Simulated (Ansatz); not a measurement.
RbSr3, space group Pm-3m: an equation of state with a fit, run with the Python package of Ansatz (0.2.0).

The script, `eos_rbsr3.py`:
```python
"""Bulk modulus of RbSr3 from an E(V) curve."""

import warnings

import ansatz as az
from ase.eos import EquationOfState
from ase.units import GPa
import numpy as np

VECTORS = np.array([
    [6.247385, 0.0, 0.0],
    [0.0, 6.247385, 0.0],
    [0.0, 0.0, 6.247385],
])
SITES = [
    ("Rb", (0.0, 0.0, 0.0)),
    ("Sr", (0.0, 0.5, 0.5)),
    ("Sr", (0.5, 0.0, 0.5)),
    ("Sr", (0.5, 0.5, 0.0)),
]


def on_lattice(cell):
    crystal = az.Crystal(lattice=az.Lattice.of(cell))
    for symbol, position in SITES:
        crystal = crystal.atom(symbol, position)
    return crystal


def main() -> None:
    warnings.simplefilter("ignore", az.DeckWarning)

    # uniform scaling of the cell
    volumes, energies, pressures = [], [], []
    for scale in np.linspace(0.92, 1.08, 7):
        cell = VECTORS * scale ** (1 / 3)
        setup = (
            on_lattice(cell).calculation()
            .functional("pbesol")
            .occupations("fermi_dirac", width=0.1)
            .basis(420)  # cutoff of the orbital basis
            .kpoints(4, 4, 4)  # the mesh must be finer for metals
            .stress()
        )
        summary = setup.run(threads=1, backend="cpu").report
        volumes.append(abs(np.linalg.det(cell)) / len(SITES))
        energies.append(summary["free_energy_ev"] / len(SITES))
        pressures.append(np.trace(summary["stress_gpa"]) / 3)
        print(f"V = {volumes[-1]:8.4f} A^3/atom  F = {energies[-1]:.5f} eV/atom  P = {pressures[-1]:8.3f} GPa")

    eos = EquationOfState(volumes, energies, eos="murnaghan")
    v0, e0, bulk = eos.fit()
    print(f"V0 = {v0:.4f} A^3/atom, E0 = {e0:.5f} eV/atom, B = {bulk / GPa:.1f} GPa")


if __name__ == "__main__":
    main()
```

Its results, one of them left out:

| V (Å³/atom) | F less the lowest row shown (meV/atom) |
| --- | --- |
| 56.082 | 1.78 |
| 57.707 | 0.00 |
| 59.333 | 0.81 |
| 60.959 | 3.92 |
| 62.584 | 9.08 |
| 64.210 | 16.04 |
| 65.835 | ? |

What is the missing energy at 65.835 Å³ an atom?

A third-order Birch-Murnaghan fit, E = E0 + (9 V0 B0 / 16) [(t - 1)³ B' + (t - 1)² (6 - 4t)] with t = (V0/V)^(2/3), through the 6 rows shown gives V0 = 57.983 Å³, B0 = 8.9 GPa, B' = 3.29 and E0 = -0.04 meV. At V = 65.835 Å³, t = 0.91881, and the fit extrapolates to 24.62 meV. The run gave 24.61 meV, a miss of 0.01 meV.

Notes:
- The mesh is modest for a metal, so energies can be off by several to tens of meV an atom and pressures by half a GPa or more; differences at equal mesh fare better.
- Pressure is positive in compression.
- The structure comes from a database of computed cells and needn't be a stable or known phase.
- Wall time of the script: 28 s on 1 thread of Arm Neoverse V1, on a shared host, peak memory 0.48 GiB.
